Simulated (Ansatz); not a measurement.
# B2H7NOSi, SMILES BNBO[SiH3]: energies of removing a hydrogen

Computed with the Python package of Ansatz (0.2.0).

`b2h7nosi.xyz`
```text
12

B    -1.71330    0.76740   -0.79280
N    -1.50320   -0.31700    0.25550
B    -0.18030   -1.01270   -0.04290
O     0.83340   -1.13320    1.00470
Si    1.90240    0.19500    0.77220
H    -1.80200    0.48710   -1.93900
H    -1.91290    1.88030   -0.45160
H    -2.26070   -1.02420    0.12390
H    -0.02170   -1.57320   -1.07400
H     2.96720    0.13910    1.78450
H     2.51690    0.12600   -0.56380
H     1.17410    1.46550    0.92320
```

Notebook, run cell by cell (the value of a cell's last expression is shown):

**Cell 1**
```python
import ansatz as az
```

**Cell 2**
```python
def energy_of(molecule, charge=0, unpaired=0):
    calc = molecule.calculation().basis(gaussian="def2-SVP").correlation("mp2")
    if charge:
        calc = calc.charge(charge)
    if unpaired:
        calc = calc.spin("collinear", total=unpaired)
    return calc.run().report["free_energy_ev"]
```

**Cell 3**
```python
def without(molecule, index):
    rest = az.Crystal.molecule()
    for i, site in enumerate(molecule.cartesian_sites):
        if i != index:
            rest = rest.atom(site.symbol, site.position_ang)
    return rest
```

**Cell 4**
```python
mol = az.Crystal.molecule_from_extxyz("b2h7nosi.xyz")
```

**Cell 5**
```python
whole = energy_of(mol, 0)
hydrogen = energy_of(az.Crystal.molecule().atom("H", (0, 0, 0)), 0, 1)
print(f"E(molecule) = {whole:.5f} eV, E(H) = {hydrogen:.5f} eV")
for index in [6, 7, 8]:
    radical = energy_of(without(mol, index), 0, 1)
    print(f"H{index}: homolysis {(radical + hydrogen - whole):.3f} eV")
    anion = energy_of(without(mol, index), -1)
    print(f"H{index}: loss of a proton {(anion - whole):.3f} eV")
```
Output:
```text
E(molecule) = -12847.49366 eV, E(H) = -13.58606 eV
H6: homolysis 4.414 eV
H6: loss of a proton 19.012 eV
H7: homolysis 3.584 eV
H7: loss of a proton 15.265 eV
H8: homolysis 4.352 eV
H8: loss of a proton 18.226 eV
```

Caveats:
- Total energies depend on the basis set; only differences at equal settings carry meaning.
- The geometry is a force-field or estimated start, not a minimum of this method, and the basis set is short of its limit. All parts are taken at fixed geometry, without zero-point energy.
- Anions want diffuse functions, which this basis lacks.
- Finished in 19 s on 1 thread of Arm Neoverse V2, on a shared host, peak memory 0.34 GiB.

(Lines on the test bed's own set-up are left out of the output.)
